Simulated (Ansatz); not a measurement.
## AlSn in Ansatz: the effect of functional

AlSn:

```xyz
2
Lattice="4.2534 0.0000 0.0000 -2.1267 3.6835 0.0000 0.0000 0.0000 3.3504" Properties=species:S:1:pos:R:3 pbc="T T T"
Sn    0.0000    2.4557    1.6752
Al    0.0000    0.0000    0.0000
```

The cell comes from a database or a generator and needn't be the stable form of this composition.

The cell isn't the ideal one: volume scaled by 1.04.

Alike in all runs:

* Program: Ansatz 0.2.0
* Task: single point
* Potentials or basis: Ansatz PAW
* k mesh: 7 × 7 × 8
* Occupations: fermi-dirac, width 0.05 eV
* Spin: no spin polarisation

```tsv
functional	cutoff	pressure (GPa)
LDA	420 eV (not typed: the program's choice for these potentials)	?
PBEsol	420 eV (not typed: the program's choice for these potentials)	-3.5
r2SCAN	500 eV (not typed: the program's choice for these potentials)	-2.9
```

Question: What does the run with functional LDA give?

Answer: Pressure -4.6 GPa.

Caveats: the PAW data sets come from PBE, with cores solved anew for the run's functional, which leaves a small shift of forces and pressure.
